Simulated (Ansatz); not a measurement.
# LiPrP3: the cost of one run

Computed with Ansatz 0.2.0 (DFT PBE, scalar-relativistic, plane waves, PAW; 4f electrons in the core of a trivalent norm-conserving potential, unless a step's input says otherwise).

### 1 Starting point

Symmetry: P6/mmm, No. 191, hexagonal system. The conventional cell has a = 4.856 Å, b = 4.856 Å, c = 5.062 Å, α = 90.00°, β = 90.00°, γ = 120.00°. Around Li (site symmetry 6/mmm) lie 2 Pr at 2.53 Å. Pr (site symmetry 6/mmm) has 6 P at 2.43 Å and 2 Li at 2.53 Å in its first shell of neighbours. Around P (site symmetry mmm) lie 4 P at 2.43 Å and 2 Pr at 2.43 Å.

As a file:

```
CELL_PARAMETERS angstrom
4.85641 0.00000 0.00000
-2.42820 4.20577 0.00000
0.00000 0.00000 5.06248
ATOMIC_POSITIONS crystal
Li 0.00000 0.00000 0.00000
Pr 0.00000 0.00000 0.50000
P 0.50000 0.00000 0.50000
P 0.00000 0.50000 0.50000
P 0.50000 0.50000 0.50000
```

The cell is invented: random cell by space group and Wyckoff sites (P6/mmm, No. 191). Its size is a rough estimate.

### 2 A first look at the guess

The input, input.yaml:

```yaml
crystal:
  lattice:
    - [4.85640903, 0.0, 0.0]
    - [-2.42820451, 4.20577359, 0.0]
    - [0.0, 0.0, 5.06247789]
  atoms:
    - { symbol: Li, position: [0.0, 0.0, 0.0] }
    - { symbol: Pr, position: [0.0, 0.0, 0.5] }
    - { symbol: P, position: [0.5, 0.0, 0.5] }
    - { symbol: P, position: [0.0, 0.5, 0.5] }
    - { symbol: P, position: [0.5, 0.5, 0.5] }
basis:
  ecutwfc: 660
kpoints:
  mp_grid: { grid: [6, 6, 4] }
hamiltonian:
  xc: pbe
  pseudopotentials:
    kind: paw
    azcp: { Pr: "pseudopotentials/pbe/nc/lanthanide_3plus/Pr.nc.azcp" }
scf:
  occupations: { method: gaussian, width: 0.1 }
  lower_state_search: "off"
output:
  forces: true
  stress: true
  eigenvalues: true
```

Command:

```bash
> ansatz run input.yaml --threads 1 --pin off --max-ram 2560MiB --backend cpu --events-out ev --progress --plain --runs-dir out
```

What time and memory should one allow on 1 thread of Intel Xeon at 2.50GHz (Skylake/Cascade Lake), shared host?

About 11 s, with a peak of 0.43 GiB.
